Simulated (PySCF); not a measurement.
**A diatomic session: GeSe+**

One job finds the state of GeSe+, follows it along the bond with each method and fits the curves.

Program: PySCF 2.14.0. Level of theory: Ge cc-pVDZ-PP with ECP10, Se cc-pVDZ-PP with ECP10, scalar-relativistic core potentials. These are calculated values, not measurements.

### Step 1. Set-up

A driver script around PySCF takes these settings:

```
atoms                         : Ge, Se
charge                        : 1
basis                         : Ge cc-pVDZ-PP with ECP10, Se cc-pVDZ-PP with ECP10
Hamiltonian                   : scalar-relativistic core potentials
basis functions               : 46
electrons treated             : 45
masses in u                   : 73.9212, 79.9165
levels                        : PBE0, PBE, r²SCAN, M06, TPSSh, B2PLYP, LC-ωPBE, HF, MP2, SCS-MP2, CCSD, CCSD(T)
grid                          : 80 radial by 434 angular points
occupations                   : held fixed by the projection of orbital angular momentum
dissociation limit            : Ge+ + Se, each in its ground configuration
starting distance in angstrom : 2.375
values of 2S to try           : 1, 3
```

The run is started by

```console
OMP_NUM_THREADS=1 python dia.py task.json out
```

After this run come: The PBE0 curve of the state that the search chose; Excited determinants; PBE (GGA); r²SCAN (meta-GGA); M06; TPSSh (hybrid meta-GGA); B2PLYP (double hybrid); LC-ωPBE; UHF (mean field); MP2 and coupled cluster.

Q: Predict the outcome of this session. Wanted: for each run, Re; ωe; De; μ.

The runs gave:

Lowest PBE0 solution found, without spin–orbit coupling: ²Π (doublet), unpaired electrons π ↑. State 2 has its PBE0 minimum 0.51 eV higher. State 3 has its PBE0 minimum 1.88 eV higher. The other levels ran on the lowest alone.

```tsv
level	Re (Å)	ωe (cm⁻¹)	De (eV)	μ (D)
UHF	2.289	336	1.78	-3.24
UHF-MP2	2.299	333	3.00	n/a
UHF-SCS-MP2	2.304	329	2.89	n/a
UHF-CCSD	2.308	325	2.88	n/a
UHF-CCSD(T)	2.320	315	3.05	n/a
PBE	2.334	307	3.74	-2.48
r²SCAN	2.304	321	3.59	-2.47
TPSSh	2.312	317	3.49	-2.58
PBE0	2.302	325	3.42	-2.66
M06	2.310	321	3.52	-2.91
LC-ωPBE	2.263	350	3.03	-2.77
B2PLYP	2.316	317	3.27	-3.01
```

De is counted to Ge+ + Se in their ground configurations. A positive dipole points from Ge to Se; in an ion it is taken about the centre of mass and does not tell which atom is negative.

Differences from CCSD(T) in the same basis:

```tsv
level	Re (mÅ)	ωe (%)
UHF	-31	+6.6
UHF-MP2	-21	+5.6
UHF-SCS-MP2	-16	+4.6
UHF-CCSD	-12	+3.0
PBE	+14	-2.7
r²SCAN	-16	+1.7
TPSSh	-8	+0.7
PBE0	-19	+3.3
M06	-10	+1.9
LC-ωPBE	-57	+11.2
B2PLYP	-4	+0.7
```

**Reading.** Judged by CCSD(T) in the same basis: best bond length B2PLYP (-4 mÅ), worst LC-ωPBE (-57 mÅ); best wavenumber TPSSh and B2PLYP (+0.7 %), worst LC-ωPBE (+11.2 %). Hartree–Fock falls on the short and stiff side, its usual fault. PBE has the long and soft bond that GGAs tend to give. CCSD(T) in a basis this small is itself some way from its limit, more so than the functionals. Among the levels with a De in the table, it runs from 1.78 eV (UHF) to 3.74 eV (PBE).

Correlated steps freeze 8 core orbitals. B2PLYP dipoles, levels and charges come from its SCF part alone.
